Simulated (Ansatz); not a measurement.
**CH3Ge (doublet): from Hartree-Fock to the top rungs at twist about Ge1–C2 = 120.0°, cc-pVDZ**

How much of the correlation energy of CH3Ge (doublet) does each wave-function method recover here?

The runs use Ansatz 0.2.0, Gaussian basis; cc-pVDZ, core rule «outside noble gas», up to 15 orbitals frozen.

Plan: UHF; CCSD(T) on ROHF; CCSD(T) on UHF; BCCD(T) on ROHF; CISD; CCSDT(Q) on ROHF; CCSDT(Q) on UHF; CASSCF and MRCISD+Q, 3 electrons in 3 orbitals; CASSCF and NEVPT2, 3 electrons in 3 orbitals.

16 further runs of the same task are left out: 1 for a mislabelled method, 14 that didn't finish, 1 set aside as unsound or not needed.

**1. The system**

The geometry derives from a PBE0/def2-TZVP stationary point (not a proven minimum). One half is turned about the bond named; the halves are rigid. No spin-orbit coupling is included. The filled d shell of Ge may be among the frozen orbitals whatever the setting's name suggests; the logs give the count.

5 atoms, charge 0, spin multiplicity 2.

Atoms are counted from 1 here; the program's logs count them from 0.

Bond lengths: Ge1–C2 1.750 Å, Ge1–H3 1.529 Å, Ge1–H4 1.522 Å, C2–H5 1.077 Å. Angles: C2–Ge1–H3 123.1°, C2–Ge1–H4 120.6°, H3–Ge1–H4 116.3°, Ge1–C2–H5 152.0°.

**2. UHF**

The input, in.yaml:

```yaml
crystal:
  periodic: [false, false, false]
  atoms:
    - {symbol: Ge, position_ang: [-0.005027, 0.017920, 0.251738]}
    - {symbol: C, position_ang: [-0.005027, -0.083976, -1.495749]}
    - {symbol: H, position_ang: [-0.005027, 1.344974, 1.010498]}
    - {symbol: H, position_ang: [-0.005027, -1.244338, 1.101831]}
    - {symbol: H, position_ang: [0.432277, -0.391422, -2.431074]}
basis:
  gaussian: {orbitals: cc-pVDZ}
magnetization: {spin_polarized: true, initial_magnetization: 1}
hamiltonian: {xc: hf}
output: {orbitals: {seedname: orbitals}}
```

Launch:

```sh
$ ansatz run in.yaml --threads 1 --pin off --events-out ev --progress --plain --max-ram 2393MiB
```

The runs that follow: CCSD(T) on ROHF; CCSD(T) on UHF; BCCD(T) on ROHF; CISD; CCSDT(Q) on ROHF; CCSDT(Q) on UHF; CASSCF and MRCISD+Q, 3 electrons in 3 orbitals; CASSCF and NEVPT2, 3 electrons in 3 orbitals.

**Question.** What will the summary of the whole plan be? Wanted: RCCSDT(Q) below the RHF energy; RMP2 from RCCSDT(Q); UMP2 from RCCSDT(Q); RCCSD from RCCSDT(Q); RCCSD(T) from RCCSDT(Q); UCCSD(T) from RCCSDT(Q); UCCSDT(Q) from RCCSDT(Q); NEVPT2 pair from RCCSDT(Q); MRCISD+Q pair from RCCSDT(Q).

**Answer**, as computed:

```
                         quantity                      value
   RCCSDT(Q) below the RHF energy                 -7.0740 eV
              RMP2 from RCCSDT(Q)                +1297.3 meV
              UMP2 from RCCSDT(Q)                +1612.4 meV
             RCCSD from RCCSDT(Q)                 +313.7 meV
          RCCSD(T) from RCCSDT(Q)                  +59.2 meV
          UCCSD(T) from RCCSDT(Q)                  +98.0 meV
         UCCSDT(Q) from RCCSDT(Q)                   +0.7 meV
       NEVPT2 pair from RCCSDT(Q)                +1114.1 meV
     MRCISD+Q pair from RCCSDT(Q)                  +73.7 meV
levels within 1 kcal/mol (43 meV)  RCCSDT, UCCSDT, UCCSDT(Q)
                    T1 diagnostic                      0.031
```

What this shows: RCCSD(T) lands +59.2 meV from the yardstick (0.8 % of the correlation energy). CCSD(T) misses by +59.2 meV on the restricted determinant and by +98.0 meV on the unrestricted one; the two need not hold the same state or core. Of the multireference levels listed MRCISD+Q pair comes nearest in total energy (+73.7 meV), which doesn't show that its space is the better one. These misses are within one basis, not against nature; the frozen cores of restricted and unrestricted runs differ, which can shift their rows.
